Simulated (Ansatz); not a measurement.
# Ti3Ag: stress in a strained cell

Ti3Ag is deformed so: equal xx and yy strain of -1 %. What stress and forces result, by LAPW, PAW and all-electron datasets made for the crystal?

Computed with Ansatz 0.2.0 (DFT LDA, scalar-relativistic, unless a step's input says otherwise).

**1. The structure to begin with**

It takes space group P4/mmm (No. 123, tetragonal). Conventional cell: a = 4.187 Å, b = 4.187 Å, c = 3.950 Å, α = 90.00°, β = 90.00°, γ = 90.00°. Around Ti (site symmetry mmm) lie 8 Ti at 2.88 to 2.96 Å and 4 Ag at 2.88 Å. Ti (site symmetry 4/mmm) is surrounded by 8 Ti at 2.88 Å and 4 Ag at 2.96 Å. Ag (site symmetry 4/mmm) is surrounded by 12 Ti at 2.88 to 2.96 Å.

As a file:

```xyz
4
Lattice="4.1870 0.0000 0.0000 0.0000 4.1870 0.0000 0.0000 0.0000 3.9500" Properties=species:S:1:pos:R:3 pbc="T T T"
Ti    0.0000    2.0935    1.9750
Ti    2.0935    0.0000    1.9750
Ti    2.0935    2.0935    0.0000
Ag    0.0000    0.0000    0.0000
```

Atoms are numbered in the order of the input: Ti1, Ti2, Ti3, Ag4.

**2. The deformed structure**

Space group P4/mmm before, P4/mmm after.

**3. Full-potential LAPW**

Input file input.yaml:

```yaml
crystal:
  lattice:
    - [4.14513, 0.0, 0.0]
    - [0.0, 4.14513, 0.0]
    - [0.0, 0.0, 3.95]
  atoms:
    - { symbol: Ti, position: [0.0, 0.5, 0.5] }
    - { symbol: Ti, position: [0.5, 0.0, 0.5] }
    - { symbol: Ti, position: [0.5, 0.5, 0.0] }
    - { symbol: Ag, position: [0.0, 0.0, 0.0] }
kpoints:
  mp_grid: { grid: [9, 9, 9] }
  band_path:
    path:
      - [0.0, 0.0, 0.0]
      - [0.0, 0.5, 0.0]
      - [0.5, 0.5, 0.0]
      - [0.0, 0.0, 0.0]
      - [0.0, 0.0, 0.5]
      - [0.0, 0.5, 0.5]
      - [0.5, 0.5, 0.5]
      - [0.0, 0.0, 0.5]
      - [0.0, 0.5, 0.0]
    npoints: 5
scf:
  occupations: { method: fermi_dirac, width: 0.08 }
hamiltonian:
  xc: lda
  pseudopotentials: { kind: all_electron, lapw: { basis_error: 0.0005 } }
output:
  forces: true
  stress: true
  eigenvalues: true
```

On the command line:

```sh
$ ansatz run input.yaml --threads 1 --pin off --max-ram 4096MiB --backend cpu --events-out ev --progress --plain --runs-dir out
```

**4. PAW with frozen cores**

Input file input.yaml:

```yaml
crystal:
  lattice:
    - [4.14513, 0.0, 0.0]
    - [0.0, 4.14513, 0.0]
    - [0.0, 0.0, 3.95]
  atoms:
    - { symbol: Ti, position: [0.0, 0.5, 0.5] }
    - { symbol: Ti, position: [0.5, 0.0, 0.5] }
    - { symbol: Ti, position: [0.5, 0.5, 0.0] }
    - { symbol: Ag, position: [0.0, 0.0, 0.0] }
kpoints:
  mp_grid: { grid: [9, 9, 9] }
scf:
  occupations: { method: fermi_dirac, width: 0.08 }
hamiltonian:
  xc: lda
  pseudopotentials: { kind: paw }
output:
  forces: true
  stress: true
  eigenvalues: true
  efg: { contact_densities: true }
```

**5. All-electron PAW on datasets made for the crystal**

input.yaml: that of step 4 with these lines changed.

```diff
@@ -16,3 +16,3 @@
   xc: lda
-  pseudopotentials: { kind: paw }
+  pseudopotentials: { kind: all_electron, datasets: crystal }
 output:
```

(Steps that only read results are left out.)

What does the calculation give? Wanted: pressure; largest shear or deviatoric stress.

**Answer**, as computed:

| quantity | value |
| --- | --- |
| pressure | LAPW -7.93, PAW -7.93, crystal datasets -7.93 GPa |
| largest shear or deviatoric stress (LAPW) | 1.24 GPa |

**Reading.** The largest part of the stress beyond the pressure is 1.24 GPa in size, in the zz component; the atoms are carried along and not relaxed. No run of the undeformed cell stands beside it, so pressure and stress hold what the given cell had before the change, as far as its symmetry allows. PAW: stress within 0.01 GPa of LAPW. Crystal datasets: stress within 0.01 GPa of LAPW.
